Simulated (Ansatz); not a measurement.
# TaSi5B2: the cost of one run

Method: DFT PBE, scalar-relativistic, plane waves, PAW, unless a step names another level, in Ansatz 0.2.0.

5 further runs of the same task are left out: 3 that didn't finish, 2 set aside as unsound or not needed.

## 1. The system as given

Symmetry: R3m, No. 160, trigonal system. Conventional cell: a = 3.143 Å, b = 3.143 Å, c = 37.500 Å, α = 90.00°, β = 90.00°, γ = 120.00°. Ta (site symmetry 3m) is surrounded by 6 B at 2.35 to 2.45 Å and 3 Si at 2.73 Å. Si (site symmetry 3m) has 1 B at 2.03 Å as nearest neighbours. Si (site symmetry 3m) is surrounded by 6 Si at 2.42 to 2.47 Å. Si (site symmetry 3m) is surrounded by 6 Si at 2.50 to 2.55 Å. Si (site symmetry 3m) is surrounded by 3 Si at 2.55 Å and 3 Ta at 2.73 Å. Around Si (site symmetry 3m) lie 6 Si at 2.47 to 2.50 Å. Around B (site symmetry 3m) lie 3 B at 1.82 Å and 1 Si at 2.03 Å and 3 Ta at 2.45 Å. Around B (site symmetry 3m) lie 3 B at 1.82 Å and 3 Ta at 2.35 Å.

Structure file:

```cif
data_structure
_symmetry_space_group_name_H-M 'P 1'
_symmetry_Int_Tables_number 1
_cell_length_a 12.6309
_cell_length_b 12.6309
_cell_length_c 12.6309
_cell_angle_alpha 14.294
_cell_angle_beta 14.294
_cell_angle_gamma 14.294
_cell_volume 106.94
loop_
_atom_site_label
_atom_site_type_symbol
_atom_site_fract_x
_atom_site_fract_y
_atom_site_fract_z
_atom_site_occupancy
Ta1 Ta 0.24705 0.24705 0.24705 1
Si1 Si 0.67849 0.67849 0.67849 1
Si2 Si 0.05445 0.05445 0.05445 1
Si3 Si 0.81168 0.81168 0.81168 1
Si4 Si 0.52617 0.52617 0.52617 1
Si5 Si 0.43236 0.43236 0.43236 1
B1 B 0.62431 0.62431 0.62431 1
B2 B 0.95364 0.95364 0.95364 1
```

It came out lowest among 22 distinct ends of the trial cells. At a tolerance of 0.05 Å it has space group R3m (No. 160).

## 2. Relaxing to 0.001 eV/Å, on the response runs' mesh and smearing

input.yaml

```yaml
crystal:
  lattice:
    - [1.5715114074, 0.9073125341, 12.4998939232]
    - [-1.5715114074, 0.9073125341, 12.4998939232]
    - [0.0, -1.8146250682, 12.4998939232]
  atoms:
    - { symbol: Ta, position: [0.2470484447, 0.2470484447, 0.2470484447] }
    - { symbol: Si, position: [0.6784894989, 0.6784894989, 0.6784894989] }
    - { symbol: Si, position: [0.0544495374, 0.0544495374, 0.0544495374] }
    - { symbol: Si, position: [0.8116839653, 0.8116839653, 0.8116839653] }
    - { symbol: Si, position: [0.526167129, 0.526167129, 0.526167129] }
    - { symbol: Si, position: [0.4323552776, 0.4323552776, 0.4323552776] }
    - { symbol: B, position: [0.6243118438, 0.6243118438, 0.6243118438] }
    - { symbol: B, position: [0.9536400041, 0.9536400041, 0.9536400041] }
basis:
  ecutwfc: 420
kpoints:
  mp_grid: { grid: [12, 12, 12] }
hamiltonian:
  xc: pbe
scf:
  occupations: { method: gaussian, width: 0.1 }
output:
  forces: true
  stress: true
  eigenvalues: true
relax:
  adjacent_minimum: "off"
  f_tol: 0.001
  max_steps: 60
  cell: { stress_tol: 0.01 }
```

Command:

```
ansatz run input.yaml --threads 3 --pin off --max-ram 7680MiB --backend cpu --events-out ev --progress --plain --runs-dir out
```

What time and memory should one allow on 3 threads of Intel Xeon Platinum 8488C (Sapphire Rapids), shared host?

About 61 s, with a peak of 0.79 GiB.
